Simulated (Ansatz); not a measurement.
This geometry of a periodic cell of 27 atoms, Zn$_{4}$In$_{4}$Ga$_{4}$O$_{14}$F (host ZnInGaO4, host structure R3m, dopant F, one O atom removed), cell charge +2 is a first-order saddle point.

The calculation used DFT PBE, scalar-relativistic, plane waves, PAW in Ansatz 0.2.0. Settings: PAW set soft_1, cutoff 420 eV, k mesh 2x2x2, fermi-dirac smearing 0.02 eV, spin collinear.

```xyz
27
Lattice="-3.3607 -1.9403 8.7134 3.3607 -1.9403 8.7134 0.0000 3.8805 8.7134" Properties=species:S:1:pos:R:3
Zn 0.004 0.228 5.915
In 0.004 0.029 -0.052
Ga 0.004 0.012 20.565
O 0.004 -0.031 7.800
O 0.004 -0.029 18.623
O 0.004 0.024 22.545
Zn 0.004 -1.928 14.392
In 0.004 -1.956 8.865
Ga 0.004 1.739 11.559
O 0.004 -1.921 16.375
O 0.004 1.997 9.764
O 0.004 -1.932 11.894
F 0.004 2.849 13.038
Zn -1.838 0.889 14.450
In -1.719 0.968 8.748
Ga 1.629 -0.935 11.853
O -1.632 0.987 16.380
O 1.774 -1.003 9.946
O -1.627 0.980 12.010
O 1.725 -0.981 13.805
Zn 1.845 0.889 14.450
In 1.727 0.968 8.748
Ga -1.622 -0.935 11.853
O 1.640 0.987 16.380
O -1.766 -1.002 9.946
O 1.635 0.980 12.009
O -1.718 -0.981 13.805
```

Problem. Which two structures does it join? (They come from a converged band through this point; their orientation in space is the band's.)

Solution. The atom that moves furthest is F13, by 2.64 Å; four of its nearest neighbours are Zn1 2.08, Zn14 2.17, Zn21 2.17, Ga9 2.28 Å at the first end and Ga9 1.93, Ga16 2.15, Ga23 2.15, Zn1 2.63 Å at the last.

Image 0:

```xyz
27
Lattice="-3.3607 -1.9403 8.7134 3.3607 -1.9403 8.7134 0.0000 3.8805 8.7134" Properties=species:S:1:pos:R:3
Zn 0.007 0.093 5.884
In 0.008 0.002 -0.047
Ga 0.007 0.013 20.579
O 0.007 -0.034 7.811
O 0.008 -0.027 18.628
O 0.007 -0.007 22.557
Zn 0.007 -1.964 14.394
In 0.007 -1.976 8.834
Ga 0.008 1.948 11.684
O 0.008 -1.928 16.382
O 0.008 1.993 9.815
O 0.007 -1.928 11.891
F 0.008 1.990 13.960
Zn -1.793 0.874 14.439
In -1.702 0.962 8.786
Ga 1.608 -0.913 11.829
O -1.645 0.951 16.398
O 1.777 -1.002 9.937
O -1.606 1.016 11.990
O 1.775 -1.050 13.760
Zn 1.809 0.873 14.440
In 1.718 0.963 8.786
Ga -1.593 -0.913 11.830
O 1.660 0.951 16.399
O -1.762 -1.002 9.938
O 1.621 1.016 11.989
O -1.762 -1.051 13.760
```

Image 6:

Only the atoms that move by more than 0.05 Å are listed.
```
Zn1 0.000 0.142 5.860
O4 0.000 -0.050 7.754
Ga9 0.000 1.828 11.516
O11 0.000 1.959 9.707
F13 0.000 3.709 11.958
In15 -1.720 0.965 8.721
O18 1.739 -0.943 9.946
O19 -1.567 1.054 12.119
O20 1.740 -1.023 13.797
In22 1.720 0.965 8.721
O25 -1.739 -0.943 9.946
O26 1.567 1.054 12.119
O27 -1.740 -1.023 13.797
```

Problem. How far does it lie above each of them?

Solution. 0.55 eV above the first and 0.64 eV above the second. This is the barrier of this one path; another mechanism may lie lower. Limits of this set-up: coarse k mesh, a small cell, in which the defect meets its images, a typed lattice constant that wasn't relaxed here, charged cell in a uniform background, uncorrected.

The run took 24 min on 4 threads of Arm Neoverse V2, on a shared host, peak memory 4.9 GiB.
